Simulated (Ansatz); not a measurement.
# Al: the cost of one run

Program: Ansatz 0.2.0. Level of theory: DFT r2SCAN, scalar-relativistic, plane waves, PAW. These are calculated values, not measurements.

3 further runs of the same task are left out: 1 that didn't finish, 2 set aside as unsound or not needed.

### Step 1. The starting structure

Symmetry: Fm-3m, No. 225, cubic system. The conventional cell has a = 3.992 Å, b = 3.992 Å, c = 3.992 Å, α = 90.00°, β = 90.00°, γ = 90.00°. Around Al (site symmetry m-3m) lie 12 Al at 2.82 Å.

Structure file:

```cif
data_structure
_symmetry_space_group_name_H-M 'Fm-3m'
_symmetry_Int_Tables_number 225
_cell_length_a 3.9920
_cell_length_b 3.9920
_cell_length_c 3.9920
_cell_angle_alpha 90.000
_cell_angle_beta 90.000
_cell_angle_gamma 90.000
_cell_volume 63.62
loop_
_atom_site_label
_atom_site_type_symbol
_atom_site_symmetry_multiplicity
_atom_site_Wyckoff_symbol
_atom_site_fract_x
_atom_site_fract_y
_atom_site_fract_z
_atom_site_occupancy
Al1 Al 4 a 0.00000 0.00000 0.00000 1
```

It is the result of an earlier relaxation at this level (volume 15.90 Å³/atom; gap on the mesh: none (metal)).

### Step 2. Static run: bands, density of states and charges

input.yaml

```yaml
crystal:
  lattice:
    - [0.0, 1.9960030759, 1.9960030759]
    - [1.9960030759, 0.0, 1.9960030759]
    - [1.9960030759, 1.9960030759, 0.0]
  atoms:
    - { symbol: Al, position: [0.0, 0.0, 0.0] }
basis:
  ecutwfc: 500
kpoints:
  mp_grid: { grid: [18, 18, 18] }
  band_path:
    path:
      - [[0.0, 0.0, 0.0], [0.5, 0.0, 0.5], [0.625, 0.25, 0.625]]
      - [[0.375, 0.375, 0.75], [0.0, 0.0, 0.0], [0.5, 0.5, 0.5], [0.5, 0.25, 0.75], [0.5, 0.0, 0.5]]
    npoints: 14
hamiltonian:
  xc: r2scan
scf:
  occupations: { method: gaussian, width: 0.1 }
  n_extra_bands: 6
output:
  forces: true
  stress: true
  eigenvalues: true
  populations: true
  dos: { projected: true, de: 0.02, nscf_kmesh: { grid: [27, 27, 27] } }
  bader: true
  write_density: true
  write_potential: true
  elf: true
  volumetric_format: npy
```

Started as:

```console
> ansatz run input.yaml --threads 1 --pin off --max-ram 2560MiB --backend cpu --events-out ev --progress --plain --runs-dir out
```

**Question.** How long does this run take on 1 thread of Arm Neoverse V2, shared host, and how much memory does it need?

About 10 s, with a peak of 0.33 GiB.
